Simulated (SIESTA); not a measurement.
# SnTe3 in SIESTA: the effect of basis

SnTe3:

```
Te Sn
1.0
     0.00000    3.86122    3.86122
     3.86122    0.00000    3.86122
     3.86122    3.86122    0.00000
Te Sn
3 1
Cartesian
  3.8612 3.8612 3.8612
  5.7918 5.7918 5.7918
  1.9306 1.9306 1.9306
  0.0000 0.0000 0.0000
```

The cell comes from a database or a generator and needn't be the stable form of this composition.

Alike in all runs:

```yaml
Program: SIESTA 5.4.2
Task: band structure
Functional: PBEsol
Potentials_or_basis: PseudoDojo 0.4 standard (PBEsol files)
Grid_cutoff: 500 Ry
Energy_shift: 0.003 Ry
k_mesh: 6 × 6 × 6
Occupations: fermi-dirac, width 0.05 eV
Spin: no spin polarisation
```

| basis | pressure (GPa) |
| --- | --- |
| SZ | ? |
| SZP | -0.3 |
| DZ | -1.5 |
| DZP | -1.6 |
| TZP | -1.9 |
| TZDP | -2.0 |

Problem. What does the run with basis SZ give?

Solution. Pressure 5.7 GPa.

Caveats: the basis of atomic orbitals isn't converged, which shifts pressures, moduli and gaps; the basis has no polarisation orbitals (some runs).
